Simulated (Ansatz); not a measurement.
# TiN (quartet): the correlation ladder, def2-QZVPP

The task here is to estimate one member of a computed series from the others.

Method: def2-QZVPP, core rule «outside noble gas», up to 10 orbitals frozen; program: Ansatz 0.2.0, Gaussian basis.

Plan: UHF; ROHF; CCSD(T) on UHF.

## The system

The geometry is a PBE0/def2-TZVP stationary point (not a proven minimum).

2 atoms, charge 0, spin multiplicity 4.

Atoms are counted from 1 here; the program's logs count them from 0.

Bond lengths: Ti1–N2 1.646 Å.

The first run:

The input, in.yaml:

```yaml
crystal:
  periodic: [false, false, false]
  atoms:
    - {symbol: Ti, position_ang: [0.000000, 0.000000, 0.000000]}
    - {symbol: N, position_ang: [0.000000, 0.000000, 1.646400]}
basis:
  gaussian: {orbitals: "def2-QZVPP.json"}
magnetization: {spin_polarized: true, initial_magnetization: 3}
hamiltonian: {xc: hf}
output: {orbitals: {seedname: orbitals}}
```

Command:

```bash
$ ansatz run in.yaml --threads 1 --pin off --events-out ev --progress --plain --max-ram 3968MiB --backend cpu
```

Steps of the session up to this table: UHF; ROHF; CCSD(T) on UHF.

One table of the session follows, with a row left open; its other results are not shown here.

```
  method  from UCCSD(T) (meV)
    ROHF              +8690.2
     UHF                    ?
    UMP2               +662.2
   UCCSD               +712.6
UCCSD(T)                    0
```

**Question.** Estimate the row for UHF.

The run gave: from UCCSD(T) (meV): +8422.6. In the column «from UCCSD(T) (meV)» it lies between UCCSD (+712.6) and ROHF (+8690.2).
